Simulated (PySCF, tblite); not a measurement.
# C₈H₁₁NS: geometry, infrared bands and NMR shifts

Wanted: the infrared bands and NMR shifts of C₈H₁₁NS (`CCNC(=S)C#CC1CC1`), by calculation.

Computed with tblite 0.8.0 and PySCF 2.14.0, with density-fitted response routines of our own, on a single molecule in the gas phase. Atoms are numbered from 0 throughout.

### 1 The starting structure

21 atoms, charge 0, multiplicity 1; geometry from: force field or distance geometry start.

Bonds of the start (Å): C0–C1 1.51, C1–N2 1.47, N2–C3 1.36, C3–S4 1.68, C3–C5 1.44, C5–C6 1.20, C6–C7 1.43, C7–C8 1.51, C8–C9 1.50, C9–C7 1.50, C0–H10 1.10, C0–H11 1.10, C0–H12 1.08, C1–H13 1.09, C1–H14 1.10, N2–H15 1.00, C7–H16 1.09, C8–H17 1.09, C8–H18 1.08, C9–H19 1.08, C9–H20 1.09.

### 2 Optimising the geometry with GFN2-xTB

Job settings and geometry (Å):

```
{"job": {"kind": "relax", "xc": "GFN2-xTB", "basis": "xTB"}, "charge": 0, "multiplicity": 1}
C      1.981600     0.603200    -1.569200
C      2.264000     0.640400    -0.089600
N      2.486500    -0.701000     0.455800
C      1.503300    -1.548200     0.876700
S      1.875500    -3.064500     1.483600
C      0.109200    -1.186500     0.837900
C     -1.040900    -0.857300     0.786800
C     -2.412300    -0.465500     0.730400
C     -2.909600     0.220900    -0.514100
C     -2.760700     0.996100     0.766000
H      1.846300     1.621300    -1.954200
H      1.053000     0.043200    -1.780100
H      2.785000     0.129300    -2.108800
H      1.456800     1.123200     0.459100
H      3.183000     1.211800     0.109400
H      3.423000    -1.048400     0.526700
H     -3.114800    -1.138700     1.222000
H     -3.920800    -0.008800    -0.852200
H     -2.215000     0.424800    -1.313200
H     -3.649200     1.296400     1.297300
H     -1.952900     1.725300     0.826100
```

On the command line:

```sh
$ OMP_NUM_THREADS=1 python probes_run.py task.json out
```

One launch serves the whole session: the jobs run in the order shown.

**Question.** This job is followed by: GFN2-xTB harmonic vibrations, gas phase; GIAO PBE0/pcSseg-1 NMR shielding, non-relativistic, gas phase. Predict these results of the whole session: strongest single infrared mode (GFN2-xTB); zero-point energy (GFN2-xTB); 13C shifts against TMS (PBE0/pcSseg-1, means over atoms taken as alike); 1H shifts against TMS (PBE0/pcSseg-1, means over atoms taken as alike); 15N shifts against NH3 (PBE0/pcSseg-1); 33S shifts against CS2 (PBE0/pcSseg-1).

**Answer**, as computed:

```
                                                               quantity                                          value
                              strongest single infrared mode (GFN2-xTB)                          2317 cm⁻¹, 227 km/mol
                                           zero-point energy (GFN2-xTB)                                 106.0 kcal/mol
13C shifts against TMS (PBE0/pcSseg-1, means over atoms taken as alike)  189.0, 121.6, 76.6, 44.0, 18.7, 13.9, 3.9 ppm
 1H shifts against TMS (PBE0/pcSseg-1, means over atoms taken as alike)         6.88, 3.36, 1.78, 1.11, 1.03, 0.74 ppm
                                 15N shifts against NH3 (PBE0/pcSseg-1)                                      172.3 ppm
                                 33S shifts against CS2 (PBE0/pcSseg-1)                                        435 ppm
```

The optimisation took 51 steps and gained 0.132 eV; among the close pairs (by a distance rule), C3–C5 changed most, from 1.441 to 1.405 Å. No mode is imaginary among the 57: a minimum at this level. The strongest single mode, at 2317 cm⁻¹, moves mainly C6 and C5. GFN2-xTB is a fitted tight-binding method: band positions and strengths are rough. Its intensities can rank the bands wrongly. C3 (thiocarbonyl carbon) lies farthest downfield among carbon, at 189.0 ppm; low-lying n→π* states of the double bond to the heteroatom give a large paramagnetic term (-256 ppm). At PBE0/pcSseg-1: The widest tensor belongs to S4: span 887 ppm, with a paramagnetic part of -987 ppm.
